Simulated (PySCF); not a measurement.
# C₄HCl₂F₃O: electronic excitations

Wanted: the electronic excitations of C₄HCl₂F₃O (`O=C(Cl)/C=C(/Cl)C(F)(F)F`), by calculation.

Programs: PySCF 2.14.0, with density-fitted response routines of our own. Each step states its level of theory. These are calculated values for one molecule in the gas phase, unless marked as measured. Atoms are numbered from 0 throughout.

### Step 1. The starting structure

11 atoms, charge 0, multiplicity 1; geometry from: GFN2-xTB.

Bonds of the start (Å): O0–C1 1.19, C1–Cl2 1.76, C1–C3 1.47, C3–C4 1.34, C4–Cl5 1.70, C4–C6 1.53, C6–F7 1.34, C6–F8 1.33, C6–F9 1.33, C3–H10 1.08.

### Step 2. TDDFT and polarisability: CAM-B3LYP/def2-SVPD

What the job is given:

```
{"job": {"kind": "uv", "xc": "CAM-B3LYP", "basis": "def2-SVPD", "nstates": 8, "ntriplets": 3}, "charge": 0, "multiplicity": 1}
O      1.388820    -1.476315     0.383232
C      1.628584    -0.315862     0.345209
Cl     3.268308     0.267313     0.631585
C      0.729810     0.812152     0.081063
C     -0.581751     0.695461    -0.170830
Cl    -1.560656     2.054901    -0.467104
C     -1.324062    -0.636976    -0.218369
F     -2.621419    -0.472260    -0.490611
F     -0.837235    -1.441153    -1.165090
F     -1.260597    -1.280072     0.948910
H      1.175622     1.795482     0.096041
```

Method: TDDFT CAM-B3LYP/def2-SVPD, vertical, gas phase, core orbitals frozen in the response.

The run is started by

```sh
$ OMP_NUM_THREADS=1 python probes_run.py task.json out
```

The driver reads the jobs from task.json and runs them one after another.

The log of the run:

```text
coarse grid: 12560 points
cycle   1  E = -1446.8528851751  dE =  2.075e+00  |g| = 1.290e+00  |ddm| = 5.535e+00
cycle   2  E = -1446.3739429249  dE =  4.789e-01  |g| = 2.129e+00  |ddm| = 5.478e+00
cycle   3  E = -1447.1837772909  dE = -8.098e-01  |g| = 2.361e-01  |ddm| = 3.316e+00
cycle   4  E = -1447.1932039764  dE = -9.427e-03  |g| = 1.061e-01  |ddm| = 4.315e-01
cycle   5  E = -1447.1952440691  dE = -2.040e-03  |g| = 2.353e-02  |ddm| = 1.458e-01
cycle   6  E = -1447.1953579189  dE = -1.138e-04  |g| = 7.584e-03  |ddm| = 6.343e-02
cycle   7  E = -1447.1953746753  dE = -1.676e-05  |g| = 3.528e-03  |ddm| = 2.246e-02
cycle   8  E = -1447.1953784621  dE = -3.787e-06  |g| = 7.600e-04  |ddm| = 1.146e-02
final grid: 119720 points
cycle   9  E = -1447.3735662176  dE = -3.100e-05  |g| = 5.417e-03  |ddm| = 9.110e-02
cycle  10  E = -1447.3735632060  dE =  3.012e-06  |g| = 6.869e-03  |ddm| = 1.497e-02
cycle  11  E = -1447.3735713833  dE = -8.177e-06  |g| = 8.139e-04  |ddm| = 8.782e-03
cycle  12  E = -1447.3735714947  dE = -1.114e-07  |g| = 3.249e-04  |ddm| = 1.384e-03
cycle  13  E = -1447.3735715136  dE = -1.884e-08  |g| = 7.346e-05  |ddm| = 4.454e-04
cycle  14  E = -1447.3735715149  dE = -1.291e-09  |g| = 1.975e-05  |ddm| = 2.306e-04
cycle  15  E = -1447.3735715150  dE = -1.246e-10  |g| = 9.459e-06  |ddm| = 5.733e-05
converged SCF energy = -1447.3735715150

Static polarisability (au): isotropic 84.722, principal 55.814 80.012 118.341

Singlet excitations
state   eV       nm        f      main configurations
  1   4.1920    295.8   0.00004   H-1->L 0.91
  2   5.3608    231.3   0.43613   H->L 0.98
  3   5.6074    221.1   0.00034   H-3->L 0.94
  4   6.0205    205.9   0.02696   H-2->L 0.92
  5   6.0649    204.4   0.00001   H-4->L 0.94
  6   6.9398    178.7   0.00056   H->L+1 0.91
  7   7.4967    165.4   0.00030   H-6->L 0.73, H-1->L+3 0.18
  8   7.8306    158.3   0.08811   H-5->L 0.56, H-1->L+1 0.17, H->L+3 0.09

Triplet excitations (Tamm-Dancoff, eV): 3.1902 3.7869 5.0368
```

Wall time 2.8 min (1 thread, shared host).

Frontier orbitals and where they lie:

```tsv
orbital	eV	atoms
HOMO−3	-11.25	Cl2 69 %, Cl5 9 %, C1 8 %
HOMO−2	-11.23	Cl2 73 %, O0 16 %, C1 10 %
HOMO−1	-10.49	O0 54 %, Cl2 30 %, C1 6 %
HOMO	-10.27	Cl5 34 %, C3 27 %, C4 21 %
LUMO	-2.23	C4 26 %, C1 18 %, C3 17 %
LUMO+1	0.45	Cl5 48 %, C4 16 %, Cl2 13 %
LUMO+2	1.02	Cl5 29 %, C3 16 %, Cl2 14 %
```

With each of the 8 states as a Gaussian band of 0.4 eV half-width at 1/e, the curve within the window shown has maxima at 231 nm (ε 18,000), 158 nm (ε 3,600) L/(mol cm). Beyond the last state computed it falls off for lack of states. The curve at chosen wavelengths:

| nm | ε (L/mol/cm) |
| --- | --- |
| 152 | 2034 |
| 160 | 3338 |
| 167 | 1152 |
| 175 | 117 |
| 183 | 58 |
| 190 | 258 |
| 198 | 928 |
| 206 | 2422 |
| 213 | 5908 |
| 221 | 12805 |
| 229 | 17578 |
| 236 | 16215 |
| 244 | 10458 |
| 252 | 4972 |
| 260 | 1845 |
| 267 | 657 |
| 275 | 174 |
| 283 | 41 |
| 290 | 12 |
| 298 | 4 |
| 306 | 2 |
| 313 | 1 |
| 321 | 1 |
| 329 | 1 |
| 336 | 0 |
| 344 | 0 |

Leading natural transition orbitals of singlet state 2: the hole lies on Cl5 39 %; C3 28 %; C4 16 %; the particle on C4 27 %; C1 21 %; O0 16 %.

Leading natural transition orbitals of singlet state 1: the hole lies on O0 64 %; Cl2 21 %; the particle on C1 31 %; O0 22 %; C4 21 %.

Further results of this job:

```tsv
property	computed
dipole moment (D)	3.13
polarisability (Å³)	12.55
HOMO–LUMO gap (eV)	8.05
−ε(HOMO) (eV)	10.27
```

The fields below are evaluated on a grid from the run's orbitals.

Frontier orbitals at CAM-B3LYP/def2-SVPD, with the share of their density that lies nearest to each atom:

```tsv
orbital	energy (eV)	lies on
HOMO	-10.27	Cl5 36 %; C3 30 %; C4 18 %
LUMO	-2.23	C4 29 %; C1 19 %; C3 15 %
```

ELF in a plane through or near 9 of the atoms.

Ten even steps from '0' (0.00) to '9' (1.00):
```
0000000000000000000000000000
0000000000000000000000000000
0000000000000000000000000000
0000000000110000000000000000
0000000015664200000000000000
0000000037888500000000000000
0002563017739700000000000000
0014788315758501220033100000
0025884663443003114787300000
0015828284165127337558410000
0014751653773747944887300000
0003689830527852610464100000
0001467406996547864100000000
0000132009997147348730000000
0000000008991076668861000000
0000000002520189448640000000
0000000000000177763200000000
0000000000000044421000000000
0000000000000000000000000000
0000000000000000000000000000
```
The map spans 11.9 Å across and 9.7 Å up, centred on the molecule. Atoms in the plane (x, y in Å): O0 (-1.2, 1.7), C1 (-1.6, 0.5), Cl2 (-3.3, 0.2), C3 (-0.8, -0.7), C4 (0.5, -0.8), Cl5 (1.3, -2.2), C6 (1.4, 0.5), F7 (2.7, 0.1), H10 (-1.4, -1.6).

log10 of the density (e/Å³) in the same plane.

Ten even steps from ' ' (-4.0) to '@' (2.0):
```
                                                        
                                                        
                  ........                              
              ....::----::::........                    
        ......::--====++==--::::::::::....              
      ..::::::--==++******==----------::....            
  ..::----======++**##@@##++====++++==----::::..        
  ..::====++++++++**######++==++****++++====--::        
  ::--==****##******%%##**++++**####**####**==--..      
  ::--++**##@@##****%%##**++++**##%%##%%%%**++--..      
  ::--==**######******####****##******####**==--..      
  ..--==++******++++**##%%##%%@@**++++**++++==::..      
  ..::--==========++**##************++++==--::..        
    ..::--------==++******++****####**++==--..          
        ......::--====++====**##@@@@**++==--..          
              ..::--------==++**##****++==--..          
                  ......::--==++++++++==--..            
                      ....::--======----::..            
                          ....::::::....                
                                ..                      
```
The map spans 11.9 Å across and 9.7 Å up, centred on the molecule. Atoms in the plane (x, y in Å): O0 (-1.2, 1.7), C1 (-1.6, 0.5), Cl2 (-3.3, 0.2), C3 (-0.8, -0.7), C4 (0.5, -0.8), Cl5 (1.3, -2.2), C6 (1.4, 0.5), F7 (2.7, 0.1), H10 (-1.4, -1.6).

On the surface of density 0.002 e/bohr³ the electrostatic potential runs, from the 1st to the 99th percentile, from -1.11 V near O0 to 1.67 V near H10.

### Step 3. Summary of results

```
                                quantity                        value
    lowest singlet (CAM-B3LYP/def2-SVPD)  4.19 eV (296 nm), f = 0.000
brightest single state of those computed  state 2, 5.36 eV, f = 0.436
                          lowest triplet                      3.19 eV
   surface potential, 1st and 99th percentile           -1.11 V and 1.67 V
```

**Reading.** The first singlet state (HOMO−1→LUMO 0.91) lies at 4.19 eV and is dark; of the 8 states computed, the strongest absorption comes from state 2 at 5.36 eV. The lowest triplet lies 1.00 eV below the lowest singlet (triplets in Tamm-Dancoff, singlets in full TDDFT). At CAM-B3LYP/def2-SVPD, counted by nearest atom on the grid, the HOMO lies on Cl5 36 %; C3 30 %, the LUMO on C4 29 %; C1 19 %.
